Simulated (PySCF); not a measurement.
# ZrO₂: singlet, from a linear start

The task is one start of a wider search on ZrO₂: the singlet, from a linear start. It is relaxed, tested by its Hessian and followed downhill if it is a saddle.

Method: PBE, basis Zr def2-TZVP with ECP28, O def2-TZVP, scalar-relativistic core potentials, no spin–orbit coupling, density fitting; program: PySCF 2.14.0.

### Step 1. Starting geometry

3 atoms, charge 0, spin multiplicity 1.

Bond lengths: Zr1–O2 1.840 Å, Zr1–O3 1.840 Å. Angles: O2–Zr1–O3 180.0°.

```xyz
3
charge 0 multiplicity 1
Zr    0.0000    0.0000    0.0000
O     0.0000    0.0000    1.8400
O     0.0000    0.0000   -1.8400
```

### Step 2. First SCF at the start

One driver script runs all steps and calls PySCF; scf.py shows how it sets up the SCF of each step. The optimiser is the driver's own. After this first run the driver tries any further starts and a stability analysis.

scf.py reads:

```python
from pyscf import gto, scf, dft
mol = gto.M(atom='''
Zr     0.000000     0.000000     0.000000
O      0.000000     0.000000     1.840000
O      0.000000     0.000000    -1.840000''',
    basis={'Zr': 'def2-TZVP', 'O': 'def2-TZVP'},
    ecp={'Zr': 'def2-TZVP'},
    charge=0, spin=0)
mf = dft.RKS(mol, xc='PBE')
mf.grids.atom_grid = (50, 194)
aux = {'Zr': 'def2-universal-JKFIT', 'O': 'def2-universal-JKFIT'}
mf = mf.density_fit(auxbasis=aux)
mf.conv_tol = 1e-08
mf.diis_space = 10
mf.max_cycle = 60
mf.init_guess = 'minao'
mf.verbose = 4
mf.kernel()
```

The run is started by

```
> OMP_NUM_THREADS=2 python axn.py task.json out
```

What it wrote:

```text
init E= -192.045254182583
  HOMO = -0.58840124143709  LUMO = -0.490215815574707  gap/eV = 2.67176
cycle= 1 E= -197.051468302899  delta_E= -5.01  |g|= 1.26  |ddm|= 4.68
cycle= 2 E= -189.305429508839  delta_E= 7.75  |g|= 4.31  |ddm|= 3.58
  HOMO = -0.18202247617738  LUMO = -0.0708402810886568  gap/eV = 3.02542
cycle= 3 E= -196.946669368843  delta_E= -7.64  |g|= 1.29  |ddm|= 3.46
  HOMO = -0.215386340285317  LUMO = -0.142490181985687  gap/eV = 1.98361
cycle= 4 E= -197.344387142023  delta_E= -0.398  |g|= 0.478  |ddm|= 0.753
  HOMO = -0.178951018411976  LUMO = -0.161486569799577  gap/eV = 0.47523
cycle= 5 E= -197.395955322256  delta_E= -0.0516  |g|= 0.179  |ddm|= 0.262
  HOMO = -0.169589208656853  LUMO = -0.158071687501591  gap/eV = 0.31341
cycle= 6 E= -197.40075350206  delta_E= -0.0048  |g|= 0.0757  |ddm|= 0.0645
  HOMO = -0.168720633668772  LUMO = -0.161114724254297  gap/eV = 0.20697
cycle= 7 E= -197.401780686653  delta_E= -0.00103  |g|= 0.0276  |ddm|= 0.026
  HOMO = -0.166549039641378  LUMO = -0.16142102739814  gap/eV = 0.13954
cycle= 8 E= -197.401943384605  delta_E= -0.000163  |g|= 0.00053  |ddm|= 0.0153
  HOMO = -0.166597360614037  LUMO = -0.16152465476037  gap/eV = 0.13804
cycle= 9 E= -197.401943448646  delta_E= -6.4e-08  |g|= 6.75e-05  |ddm|= 0.000511
  HOMO = -0.166591007583221  LUMO = -0.161522054798124  gap/eV = 0.13793
cycle= 10 E= -197.401943449583  delta_E= -9.37e-10  |g|= 3.94e-06  |ddm|= 3.94e-05
  HOMO = -0.166592831616405  LUMO = -0.161524038701186  gap/eV = 0.13793
Extra cycle  E= -197.401943449581  delta_E= 1.59e-12  |g|= 5.08e-06  |ddm|= 8.52e-06
converged SCF energy = -197.401943449581
```

This step, with its further starts and checks, ran for 12 s (2 threads of Arm Neoverse V1, shared host).

The starts that the driver tried:

| start | energy (Eh) |
| --- | --- |
| the minimal-basis guess | -197.401943 |
| a thermally smeared density | -197.401943 |
| a smeared PBE density | -197.401943 |

No lower closed-shell solution turned up from the other starts or in the test of internal stability.

### Step 3. Linear start, singlet: relaxation

The program finds D∞h symmetry in the start, which this walk keeps. Threshold on the gradient: 0.0003 Eh/bohr, with a further test on the energy change.

Edit scf.py of step 2 so:

```diff
@@ -16 +15,0 @@
-mf.init_guess = 'minao'
```

Steps of the walk:

```
step  energy (Eh)  change (kJ/mol)  largest symmetric gradient (Eh/bohr)
   0  -197.401943             0.00                               0.02126
   1  -197.402906            -2.53                               0.00372
   2  -197.402940            -2.62                               0.00024
   3  -197.402940            -2.62                               0.00000
```

The walk took 6.9 s.

It settles in D∞h symmetry, 2.6 kJ/mol below the start, after 3 steps: Zr–O 1.865 Å (×2); O–Zr–O 180.0°.

### Step 4. Hessian and properties

The point is checked on the finer grid, and tightened if its gradient asks for it. The Hessian and the dipole derivatives come from central differences of analytic gradients, with steps of 0.02 bohr.

Edit scf.py of step 3 so:

```diff
@@ -3,3 +3,3 @@
-Zr     0.000000     0.000000     0.000000
-O      0.000000     0.000000     1.840000
-O      0.000000     0.000000    -1.840000''',
+Zr     0.000000     0.000000    -0.000000
+O      0.000000    -0.000000     1.865615
+O      0.000000     0.000000    -1.865615''',
@@ -10 +10 @@
-mf.grids.atom_grid = (50, 194)
+mf.grids.atom_grid = (75, 302)
@@ -13 +13 @@
-mf.conv_tol = 1e-08
+mf.conv_tol = 1e-10
```

The driver hands on the density of the step before, so the log starts near convergence.

SCF at the final geometry:

```text
init E= -197.402880431461
  HOMO = -0.171112951062207  LUMO = -0.165358905452754  gap/eV = 0.15658
cycle= 1 E= -197.40288043146  delta_E= 7.39e-13  |g|= 6.85e-07  |ddm|= 9.81e-07
  HOMO = -0.171112833811891  LUMO = -0.165358941895893  gap/eV = 0.15657
Extra cycle  E= -197.402880431454  delta_E= 5.34e-12  |g|= 4.86e-06  |ddm|= 8e-06
converged SCF energy = -197.402880431454
```

The whole step took 21 s.

Geometry: D∞h; Zr–O 1.866 Å (×2); O–Zr–O 180.0°.

Wavenumbers (cm⁻¹): 365i, 365i, 682, 827. These are not to be trusted: the point is only loosely found or the SCF state changes between the displacements.

### Step 5. Leaving the saddle point

The atoms are moved a little along the softest imaginary mode and relaxed again.

The program finds C2v symmetry in the start, which this walk keeps.

Edit scf.py of step 4 so:

```diff
@@ -3,3 +3,3 @@
-Zr     0.000000     0.000000    -0.000000
-O      0.000000    -0.000000     1.865615
-O      0.000000     0.000000    -1.865615''',
+Zr    -0.000000     0.042698     0.000000
+O      0.000000    -0.120000     1.865615
+O      0.000000    -0.120000    -1.865615''',
@@ -10 +10 @@
-mf.grids.atom_grid = (75, 302)
+mf.grids.atom_grid = (50, 194)
@@ -13 +13 @@
-mf.conv_tol = 1e-10
+mf.conv_tol = 1e-08
```

Energy and gradient, step by step:

| step | energy (Eh) | change (kJ/mol) | largest symmetric gradient (Eh/bohr) |
| --- | --- | --- | --- |
| 0 | -197.408000 | 0.00 | 0.03044 |
| 1 | -197.422925 | -39.19 | 0.04669 |
| 2 | -197.446766 | -101.78 | 0.04656 |
| 3 | -197.464644 | -148.72 | 0.07335 |
| 4 | -197.481614 | -193.27 | 0.04339 |
| 5 | -197.492055 | -220.69 | 0.02488 |
| 6 | -197.493033 | -223.25 | 0.00815 |
| 7 | -197.493118 | -223.48 | 0.00015 |
| 8 | -197.493119 | -223.48 | 0.00001 |

The walk took 22 s.

Positions (Å) and forces (eV/Å) along the way:

```
step 0
Zr   0.000   0.043   0.000   0.000   1.565   0.000
O    0.000  -0.120   1.866   0.000  -0.783  -0.481
O    0.000  -0.120  -1.866   0.000  -0.783   0.481
step 1
Zr   0.000   0.160   0.000   0.000   2.401  -0.004
O    0.000  -0.179   1.837   0.000  -1.201  -0.899
O    0.000  -0.179  -1.837   0.000  -1.200   0.903
step 4
Zr   0.000   0.556   0.000   0.000  -1.202   0.000
O    0.000  -0.377   1.603   0.000   0.601  -2.231
O    0.000  -0.377  -1.603   0.000   0.601   2.231
step 8
Zr   0.000   0.645   0.000   0.000   0.001   0.001
O    0.000  -0.421   1.428   0.000   0.000   0.000
O    0.000  -0.421  -1.428   0.000  -0.001  -0.001
```

It settles in C2v symmetry, 223.5 kJ/mol below the start, after 8 steps: Zr–O 1.782 Å (×2); O–Zr–O 106.5°.

### Step 6. Vibrations and properties at this point

As before: finer grid, then central differences.

Edit scf.py of step 5 so:

```diff
@@ -3,3 +3,3 @@
-Zr    -0.000000     0.042698     0.000000
-O      0.000000    -0.120000     1.865615
-O      0.000000    -0.120000    -1.865615''',
+Zr    -0.000000     0.277900     0.000000
+O      0.000000    -0.785369     1.430032
+O      0.000000    -0.785369    -1.430032''',
@@ -10 +10 @@
-mf.grids.atom_grid = (50, 194)
+mf.grids.atom_grid = (75, 302)
@@ -13 +13 @@
-mf.conv_tol = 1e-08
+mf.conv_tol = 1e-10
```

Log of the central SCF (cycles and frontier levels):

```text
init E= -197.493250545711
  HOMO = -0.194979914018511  LUMO = -0.133201481857537  gap/eV = 1.68108
cycle= 1 E= -197.493250545646  delta_E= 6.55e-11  |g|= 1.84e-05  |ddm|= 1.06e-05
  HOMO = -0.194978347194592  LUMO = -0.133202215224486  gap/eV = 1.68101
cycle= 2 E= -197.493250544094  delta_E= 1.55e-09  |g|= 8.94e-05  |ddm|= 5.12e-05
  HOMO = -0.194979767863863  LUMO = -0.133201621759234  gap/eV = 1.68107
cycle= 3 E= -197.493250545714  delta_E= -1.62e-09  |g|= 1.2e-06  |ddm|= 4.24e-05
  HOMO = -0.194979687114937  LUMO = -0.133201633660498  gap/eV = 1.68107
cycle= 4 E= -197.493250545714  delta_E= 1.71e-13  |g|= 6.24e-07  |ddm|= 8.08e-07
  HOMO = -0.194979767944133  LUMO = -0.13320156781559  gap/eV = 1.68107
Extra cycle  E= -197.493250545713  delta_E= 1.25e-12  |g|= 2.99e-06  |ddm|= 1.69e-06
converged SCF energy = -197.493250545713
```

The whole step ran for 27 s (2 threads of Arm Neoverse V1, shared host).

Geometry: C2v; Zr–O 1.782 Å (×2); O–Zr–O 106.7°.

Modes, for the most abundant isotopes:

```
symmetry  ω (cm⁻¹)  IR (km/mol)
      a1       306          6.0
      b2       845          276
      a1       910         36.5
```

All wavenumbers are real: a minimum.

Constants and moments:

```
Dipole moment                                                   : 7.44 D
Highest occupied level                                          : -5.31 eV
Lowest empty level                                              : -3.62 eV
Rotational constants                                            : 0.632, 0.2577, 0.183 cm⁻¹
Zero-point energy                                               : 12.3 kJ/mol
Principal polarisabilities                                      : 23.7, 40.3, 56.6 bohr³
Atomisation energy without zero-point energy                    : 1510 kJ/mol
Principal traceless quadrupole moments about the centre of mass : -13.97, 3.45, 10.52 D Å
Entropy at 298.15 K and 1 bar                                   : 268.4 J/(mol K)
Heat capacity Cp at 298.15 K                                    : 44.7 J/(mol K)
Enthalpy at 298.15 K above 0 K                                  : 11.31 kJ/mol
Rotational symmetry number                                      : 2
```

Charges (e) and bond orders:

```json
{"atom": "Zr1", "Mulliken": "1.12", "Löwdin": "0.65", "polar tensor": "1.66", "Mayer order to Zr1": "–"}
{"atom": "O2,3", "Mulliken": "-0.56", "Löwdin": "-0.33", "polar tensor": "-0.83", "Mayer order to Zr1": "2.10"}
```

Outer orbital energies (eV). occupied: -20.15, -19.83, -7.32, -7.13, -7.01, -6.64, -6.23, -5.31; empty: -3.62, -2.32, -2.12, -0.46.

Mulliken populations on Zr1 (outside its core potential): s 2.10, p 6.15, d 2.54, f 0.09.

### Step 7. Would spin polarisation lower it?

At the lowest minimum the closed shell is tested against spin polarisation, on the (50, 194) grid. It is stable.

### Step 8. Summary of results

| quantity | value |
| --- | --- |
| minimum | singlet, C2v |
| geometry | Zr–O 1.782 Å (×2); O–Zr–O 106.7° |
| wavenumbers (cm⁻¹) | 306 (a1), 845 (b2), 910 (a1) |
| dipole moment | 7.44 D |
| highest occupied, lowest empty level | -5.31, -3.62 eV |
| polar-tensor charge of Zr1 | +1.66 e |
| zero-point energy | 12.3 kJ/mol |
| entropy at 298.15 K | 268.4 J/(mol K) |
| atomisation energy (no zero-point energy) | 1510 kJ/mol |

In words: The linear start (D∞h) ends in a minimum of C2v symmetry. The strongest infrared band lies at 845 cm⁻¹ (b2, stretch). With 7.4 D the molecule is strongly polar. Other starts or spin states, not run here, may lie lower.

The search up to here took 91 s.
